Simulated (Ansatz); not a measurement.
A nudged elastic band was laid between two geometries of a periodic cell of 23 atoms, Be18H4C (surface Be(0001), adsorbate CH4).

Method: Ansatz 0.2.0, DFT PBEsol, scalar-relativistic, plane waves, PAW. Settings: cutoff 420 eV, k mesh 5x4x1, fermi-dirac smearing 0.15 eV, no spin polarisation.

```json
{"movable images": "5", "climbing image": "yes", "spring": "5.0 eV/Å²", "optimiser": "quadratic models (default)", "start path": "IDPP", "force threshold": "0.05 eV/Å", "iteration limit": "24", "end points": "relaxed", "atoms held": "1 to 6"}
```

Image 0:

```xyz
23
Lattice="4.5800 0.0000 0.0000 3.4350 5.9496 0.0000 0.0000 0.0000 16.5884" Properties=species:S:1:pos:R:3
Be 0.000 0.000 1.000
Be 2.290 0.000 1.000
Be 1.145 1.983 1.000
Be 3.435 1.983 1.000
Be 2.290 3.966 1.000
Be 4.580 3.966 1.000
Be -0.001 1.324 2.825
Be 2.289 1.324 2.825
Be 1.144 3.307 2.826
Be 3.434 3.307 2.826
Be 2.289 5.290 2.825
Be 4.579 5.290 2.826
Be 0.000 0.000 4.651
Be 2.291 0.000 4.650
Be 1.145 1.983 4.650
Be 3.435 1.983 4.651
Be 2.290 3.967 4.650
Be 4.580 3.967 4.654
C 4.638 3.930 8.464
H 3.598 4.078 8.141
H 5.000 2.962 8.093
H 5.264 4.735 8.055
H 4.689 3.946 9.561
```

Image 6:

Only the atoms that move by more than 0.05 Å are listed.
```
C19 6.928 3.930 8.464
H20 5.888 4.078 8.141
H21 7.290 2.962 8.093
H22 7.554 4.735 8.055
H23 6.979 3.946 9.561
```

**Question.** What changes between the two ends?

**Answer.** The atom that moves furthest is H20, by 2.29 Å.

**Question.** What energy profile does the band end with?

**Answer.** The forces met the threshold. The highest image is number 0 of 0 to 6, 0.000 eV above the ends, which have the same energy within 2 meV. The highest image is an end point: on this band no image between the ends rises above it. Limits of this set-up: coarse k mesh, thin slab, slab without dipole correction, no dispersion correction for a molecule that may bind weakly.

```json
{"image": "0", "path coordinate (Å)": "0.00", "energy (eV)": "0.000"}
{"image": "1", "path coordinate (Å)": "0.84", "energy (eV)": "0.000"}
{"image": "2", "path coordinate (Å)": "1.70", "energy (eV)": "0.000"}
{"image": "3", "path coordinate (Å)": "2.56", "energy (eV)": "-0.001"}
{"image": "4", "path coordinate (Å)": "3.41", "energy (eV)": "-0.001"}
{"image": "5", "path coordinate (Å)": "4.27", "energy (eV)": "0.000"}
{"image": "6", "path coordinate (Å)": "5.13", "energy (eV)": "0.000"}
```

The run took 4.7 min on 2 threads of Arm Neoverse V2 (shared host), peak memory 1.4 GiB.
